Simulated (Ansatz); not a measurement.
# C2H5BGe: basis-set convergence

The task here is to estimate one member of a computed series from the others.

The runs use Ansatz 0.2.0, Gaussian basis; one geometry, several basis sets.

The runs, in order: PBE0-D4/def2-SVP; ωB97M-V/def2-SVP; PBE0-D4/def2-QZVPP; ωB97M-V/def2-QZVPP; the functionals' def2-TZVPP values are taken from earlier runs.

### Structure used throughout

An earlier PBE0-D4 in a triple-zeta def2 set relaxation fixed the geometry.

SMILES `[BH]1C=[CH][GeH2]1`, 9 atoms, charge 0, spin multiplicity 1.

Atoms are counted from 1 here; the program's logs count them from 0.

Bond lengths: B1–C2 1.524 Å, B1–Ge4 2.067 Å, B1–H5 1.193 Å, C2–C3 1.360 Å, C2–H6 1.088 Å, C3–Ge4 1.975 Å, C3–H7 1.090 Å, Ge4–H8 1.537 Å, Ge4–H9 1.542 Å. Angles: C2–B1–Ge4 89.5°, C2–B1–H5 129.7°, Ge4–B1–H5 137.9°, B1–C2–C3 100.5°, B1–C2–H6 132.6°, C3–C2–H6 124.8°, C2–C3–Ge4 98.4°, C2–C3–H7 125.1°, Ge4–C3–H7 136.3°, B1–Ge4–C3 66.6°, B1–Ge4–H8 119.5°, B1–Ge4–H9 126.4°, C3–Ge4–H8 110.4°, C3–Ge4–H9 117.9°, H8–Ge4–H9 108.6°.

Set-up of the first run:

Contents of in.yaml:

```yaml
crystal:
  periodic: [false, false, false]
  atoms:
    - {symbol: B, position_ang: [-0.758974, 0.858241, -0.544819]}
    - {symbol: C, position_ang: [0.757781, 0.767748, -0.666732]}
    - {symbol: C, position_ang: [1.027783, -0.157718, 0.292848]}
    - {symbol: Ge, position_ang: [-0.770785, -0.961800, 0.434463]}
    - {symbol: H, position_ang: [-1.478228, 1.802192, -0.666044]}
    - {symbol: H, position_ang: [1.498971, 1.413418, -1.133639]}
    - {symbol: H, position_ang: [1.983397, -0.268663, 0.806158]}
    - {symbol: H, position_ang: [-0.842958, -2.260682, -0.384903]}
    - {symbol: H, position_ang: [-1.328386, -1.239237, 1.845568]}
basis:
  gaussian: {orbitals: def2-SVP}
hamiltonian: {xc: pbe0, dispersion: d4}
output: {orbitals: {seedname: orbitals}}
```

The run is started by

```console
> ansatz run in.yaml --threads 2 --pin off --events-out ev --progress --plain --max-ram 4352MiB
```

Steps of the session up to this table: PBE0-D4 in def2-SVP; ωB97M-V in def2-SVP; PBE0-D4 in def2-QZVPP; ωB97M-V in def2-QZVPP.

One of the session's tables, all rows but one given; the rest of the session is left out.

It belongs to the step «Density functionals: the series». 

```
functional       basis  HOMO (eV)  LUMO (eV)
   PBE0-D4    def2-SVP      -7.48      -1.69
   PBE0-D4  def2-TZVPP      -7.49      -1.75
   PBE0-D4  def2-QZVPP      -7.50      -1.77
   ωB97M-V    def2-SVP      -9.58       0.45
   ωB97M-V  def2-TZVPP      -9.61       0.28
   ωB97M-V  def2-QZVPP          ?          ?
```

Estimate the missing values for ωB97M-V, def2-QZVPP.

The run gave: HOMO (eV): -9.62; LUMO (eV): 0.21. In the column «HOMO (eV)» it is the lowest.
